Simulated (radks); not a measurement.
**Ionisation of C: one atom, several choices of exchange strength α**

One table from this session's results is given with a row withheld; the runs are named, their logs left out.

The numbers are computed with radks (a radial shooting solver on a logarithmic mesh, Libxc functionals) version 1 (scalar-relativistic Kohn-Sham, spin-polarised, spherical densities, finite nucleus; open shells are filled with parallel spins first), except any that are marked as measured or tabulated.

## What is computed

| Item | Value |
| --- | --- |
| element | carbon (Z = 6) |
| charge | 0 |
| electrons | 6 |
| configuration | [He] 2s2 2p2 |
| ion | C⁺, [He] 2s2 2p1 |
| choices | α = 0.592; α = 0.612; α = 0.667; α = 0.727; α = 0.74; α = 0.8; α = 0.938; α = 0.989 |

Outer shells as boxes (Hund's rule):

C
```
[He] core
2s [↑↓]
2p [↑ ][↑ ][  ]
```

C⁺
```
[He] core
2s [↑↓]
2p [↑ ][  ][  ]
```

The first run:

Settings of this run:

```text
Z 6
configuration [He] 2s2 2p2
relativity scalar-relativistic
functional xalpha 0.592
spin polarised
nucleus finite rms 2.4702 fm
c 137.035999084
```

Steps of the session up to this table: α = 0.592: C.

One of the session's tables, all rows but one given; the rest of the session is left out.

It belongs to the step «α = 0.592: C». From the orbitals of this run (lengths in bohr):

```
  level     <r>  outermost maximum (interpolated)  90 % within
  1s up  0.2750                             0.176        0.494
1s down  0.2739                             0.176        0.492
  2s up   1.596                              1.22         2.57
2s down   1.663                              1.24         2.70
  2p up       ?                                 ?            ?
2p down   2.160                              1.27         3.93
```

Estimate the missing values for 2p up.

The run gave: <r>: 1.834; outermost maximum (interpolated): 1.20; 90 % within: 3.21. In the column «<r>» it lies between 2s down (1.663) and 2p down (2.160).

To keep in mind: Open shells are spherical and high-spin; term and fine-structure splittings are not resolved.
